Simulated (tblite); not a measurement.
# C3H6Cl2OSi: the cost of one run

Programs: tblite 0.8.0 and PySCF 2.14.0, with density-fitted response routines of our own. Each step states its level of theory. These are calculated values for one molecule in the gas phase, unless marked as measured. Atoms are numbered from 0 throughout.

### 1 Starting geometry

13 atoms, charge 0, multiplicity 1; geometry from: force field or distance geometry start.

Bonds of the start (Å): O0–C1 1.21, C1–C2 1.48, C2–Si3 1.87, Si3–C4 1.85, C4–Cl5 1.79, C4–Cl6 1.77, C1–H7 1.09, C2–H8 1.13, C2–H9 1.09, Si3–H10 1.49, Si3–H11 1.48, C4–H12 1.11.

### 2 Geometry optimisation with GFN2-xTB

The job: settings as JSON, then the geometry in Å.

```
{"job": {"kind": "relax", "xc": "GFN2-xTB", "basis": "xTB"}, "charge": 0, "multiplicity": 1}
O      1.594600    -1.858200    -0.401000
C      1.941300    -0.696300    -0.457800
C      1.157100     0.434900     0.074400
Si    -0.470000    -0.130300     0.791800
C     -1.787100     0.259900    -0.440500
Cl    -2.193200     1.985700    -0.197800
Cl    -3.233800    -0.722000    -0.186300
H      2.911000    -0.462300    -0.888200
H      0.931200     1.074100    -0.832500
H      1.660900     1.040000     0.833100
H     -0.356900    -1.592600     1.079700
H     -0.700200     0.538700     2.096500
H     -1.459400     0.129000    -1.489100
```

Run with:

```console
OMP_NUM_THREADS=1 python probes_run.py task.json out
```

This one command runs all jobs of the session in turn.

Q: Estimate the wall time and peak memory of this first job on 1 thread of Arm Neoverse N1, shared host.

About 1.7 s, with a peak of 0.18 GiB.
